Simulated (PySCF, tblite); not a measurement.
**C4H7F3OSi2: geometry, infrared bands and NMR shifts**

Wanted: the infrared bands and NMR shifts of C4H7F3OSi2 (`O=C(C1[SiH2]C[SiH2]1)C(F)(F)F`), by calculation.

Computed with tblite 0.8.0 and PySCF 2.14.0, with density-fitted response routines of our own, on a single molecule in the gas phase. Atoms are numbered from 0 throughout.

## Step 1: The starting structure

17 atoms, charge 0, multiplicity 1; geometry from: force field or distance geometry start.

Bonds of the start (Å): O0–C1 1.25, C1–C2 1.48, C2–Si3 1.89, Si3–C4 1.89, C4–Si5 1.87, C1–C6 1.48, C6–F7 1.39, C6–F8 1.38, C6–F9 1.39, Si5–C2 1.85, C2–H10 1.10, Si3–H11 1.49, Si3–H12 1.44, C4–H13 1.10, C4–H14 1.14, Si5–H15 1.48, Si5–H16 1.48.

## Step 2: Relaxing the molecule with GFN2-xTB

The job: settings as JSON, then the geometry in Å.

```
{"job": {"kind": "relax", "xc": "GFN2-xTB", "basis": "xTB"}, "charge": 0, "multiplicity": 1}
O     -1.435800    -1.310500     1.405100
C     -1.406200    -0.424000     0.528400
C     -0.161800     0.380400     0.489700
Si     0.762500     0.303800    -1.155300
C      2.303500     0.521400    -0.083800
Si     1.346400    -0.389700     1.235600
C     -2.538900    -0.209800    -0.402800
F     -2.033600    -0.408800    -1.680000
F     -2.993000     1.093000    -0.378500
F     -3.564100    -1.117500    -0.169000
H     -0.371400     1.431400     0.745200
H      0.784500    -1.062800    -1.752700
H      0.525000     1.397100    -2.059700
H      3.193700    -0.010700    -0.447600
H      2.450200     1.629100     0.122700
H      1.637100     0.029800     2.622700
H      1.494800    -1.840300     0.970200
```

Run with:

```console
$ OMP_NUM_THREADS=1 python probes_run.py task.json out
```

This one command runs all jobs of the session in turn.

**Question.** This job is followed by: GFN2-xTB harmonic vibrations, gas phase; GIAO PBE0/pcSseg-1 NMR shielding, non-relativistic, gas phase. Predict these results of the whole session: strongest single infrared mode (GFN2-xTB); zero-point energy (GFN2-xTB); 13C shifts against TMS (PBE0/pcSseg-1); 1H shifts against TMS (PBE0/pcSseg-1, means over atoms taken as alike); 17O shifts against H2O (PBE0/pcSseg-1); 29Si shifts against TMS (PBE0/pcSseg-1, means over atoms taken as alike); 19F shifts against CFCl3 (PBE0/pcSseg-1, means over atoms taken as alike); surface potential, 1st and 99th percentile.

The runs gave:

```
                                                                 quantity                             value
                                strongest single infrared mode (GFN2-xTB)             1721 cm⁻¹, 408 km/mol
                                             zero-point energy (GFN2-xTB)                     61.5 kcal/mol
                                   13C shifts against TMS (PBE0/pcSseg-1)      200.4, 126.5, 33.6, -8.5 ppm
   1H shifts against TMS (PBE0/pcSseg-1, means over atoms taken as alike)  5.04, 4.98, 3.19, 0.85, 0.70 ppm
                                   17O shifts against H2O (PBE0/pcSseg-1)                         589.5 ppm
 29Si shifts against TMS (PBE0/pcSseg-1, means over atoms taken as alike)                         -27.0 ppm
19F shifts against CFCl3 (PBE0/pcSseg-1, means over atoms taken as alike)                         -91.9 ppm
                                    surface potential, 1st and 99th percentile                -1.51 V and 1.53 V
```

**Reading.** The optimisation took 149 steps and gained 1.130 eV; among the close pairs (by a distance rule), C2–Si5 changed most, from 1.850 to 1.935 Å. No mode is imaginary among the 45: a minimum at this level. The strongest single mode, at 1721 cm⁻¹, moves mainly C1 and O0. Unscaled tight-binding wavenumbers are off by several per cent, some by more. Its intensities can rank the bands wrongly. C1 (ketone carbonyl carbon) lies farthest downfield among carbon, at 200.4 ppm; the double bond to the heteroatom, with no lone-pair donor beside it, deshields it most. At PBE0/pcSseg-1: The largest span, 1109 ppm, is at O0, where the paramagnetic term is -655 ppm. At PBE0/pcSseg-1, counted by nearest atom on the grid, the HOMO lies on O0 55 %; C2, C6 about 11 % each, the LUMO on C1 39 %; O0 27 %.
